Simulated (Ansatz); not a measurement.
**AlCl₃H₂O: a ladder of functionals and wavefunction methods**

Aim: compute AlCl₃H₂O with functionals from several rungs and with coupled cluster. The yardstick is the atomisation energy at the CCSD(T) limit.

Program: Ansatz 0.2.0, Gaussian basis. Level of theory: functionals in def2-TZVPP, the program's frozen cores in correlated methods. These are calculated values, not measurements.

The runs, in order: LDA (SPW92), PBE-D4, revPBE-D4, BLYP-D4, r2SCAN-D4, B97M-V, PBE0-D4, B3LYP-D4, r2SCANh-D4, r2SCAN0-D4, HSE06-D4, BHLYP-D4, CAM-B3LYP-D4, LC-ωPBE, ωB97X-V, ωB97M-V, B2PLYP, PBE-QIDH; CCSD(T)/def2-SVP; CCSD(T)/def2-TZVPP; MP2/def2-QZVPP; extrapolation to the limit; RPA on PBE.

## 1. The geometry

The geometry comes from an earlier relaxation with PBE0-D4 in a triple-zeta def2 set; it is a stationary point, not always the lowest conformer.

SMILES `[OH2+][Al-]([Cl])([Cl])[Cl]`, 7 atoms, charge 0, spin multiplicity 1.

Atoms are counted from 1 here; the program's logs count them from 0.

Bond lengths: O1–Al2 1.948 Å, O1–H6 0.967 Å, O1–H7 0.967 Å, Al2–Cl3 2.112 Å, Al2–Cl4 2.091 Å, Al2–Cl5 2.112 Å. Angles: Al2–O1–H6 111.7°, Al2–O1–H7 111.7°, H6–O1–H7 108.6°, O1–Al2–Cl3 97.2°, O1–Al2–Cl4 105.6°, O1–Al2–Cl5 97.2°, Cl3–Al2–Cl4 116.9°, Cl3–Al2–Cl5 117.4°, Cl4–Al2–Cl5 116.9°.

## 2. LDA

This LDA is Slater exchange with PW92 correlation.

in.yaml reads:

```yaml
crystal:
  periodic: [false, false, false]
  atoms:
    - {symbol: O, position_ang: [-0.708510, 0.516675, 0.761127]}
    - {symbol: Al, position_ang: [0.327410, -0.534140, -0.510434]}
    - {symbol: Cl, position_ang: [2.096032, -0.665462, 0.635989]}
    - {symbol: Cl, position_ang: [-0.752962, -2.302576, -0.789637]}
    - {symbol: Cl, position_ang: [0.297817, 0.863956, -2.092843]}
    - {symbol: H, position_ang: [-0.990596, 1.359617, 0.381129]}
    - {symbol: H, position_ang: [-0.207989, 0.693830, 1.568970]}
basis:
  gaussian: {orbitals: def2-TZVPP}
hamiltonian: {xc: lda}
output: {orbitals: {seedname: orbitals}}
```

After this run come: PBE-D4 (GGA); revPBE-D4 (GGA); BLYP-D4 (GGA); r2SCAN-D4 (meta-GGA); B97M-V (meta-GGA); PBE0-D4 (hybrid); B3LYP-D4 (hybrid); r2SCANh-D4 (hybrid); r2SCAN0-D4 (hybrid); HSE06-D4 (hybrid); BHLYP-D4 (hybrid); CAM-B3LYP-D4 (range-separated); LC-ωPBE-D4 (range-separated); ωB97X-V (range-separated); ωB97M-V (range-separated); B2PLYP (double hybrid); PBE-QIDH (double hybrid); CCSD(T) in def2-SVP; CCSD(T) in def2-TZVPP; MP2 in def2-QZVPP; RPA on PBE orbitals.

Q: Predict the results of all the runs planned. Wanted: atomisation energy, CCSD(T)/CBS; farthest beyond LDA; mean size of error, GGA; mean size of error, meta-GGA; mean size of error, hybrid; mean size of error, range-separated; mean size of error, double hybrid; gap, smallest and largest; T1 diagnostic.

As calculated:

| quantity | value |
| --- | --- |
| atomisation energy, CCSD(T)/CBS | 2401.5 kJ/mol |
| functionals within 12.0 kJ/mol (0.5 %) | r2SCAN-D4, B97M-V, ωB97M-V |
| farthest beyond LDA | BHLYP-D4 (-118.6 kJ/mol) |
| mean size of error, GGA | 58.1 kJ/mol |
| mean size of error, meta-GGA | 3.1 kJ/mol |
| mean size of error, hybrid | 55.6 kJ/mol |
| mean size of error, range-separated | 31.9 kJ/mol |
| mean size of error, double hybrid | 52.7 kJ/mol |
| gap, smallest and largest | 5.32 eV (BLYP-D4), 12.84 eV (LC-ωPBE) |
| T1 diagnostic | 0.0077 |
| triples share of the correlation energy | 3.7 % |

**Reading.** The LDA atomisation energy is off by 290.2 kJ/mol (12 %): it overbinds. PBE-D4 is off by -13.7 kJ/mol. Double hybrids carry the basis error of their MP2 part in triple zeta, and no dispersion term here, so their miss is partly the set-up's. Taken by rung, meta-GGA functionals do best (3.1 kJ/mol on average) and GGA ones worst beyond LDA (58.1 kJ/mol). Misses under about 12.0 kJ/mol are within the doubt on the reference itself, which lacks core-valence correlation, relativity and higher excitations. Hartree-Fock recovers 74 % of the binding; the rest is correlation. CCSD(T) in def2-SVP is off by -177.8 kJ/mol, more than most functionals: a good method in a small basis is no reference. The gap grows from 5.3 to 12.8 eV across the functionals, mostly with the share of exact exchange.
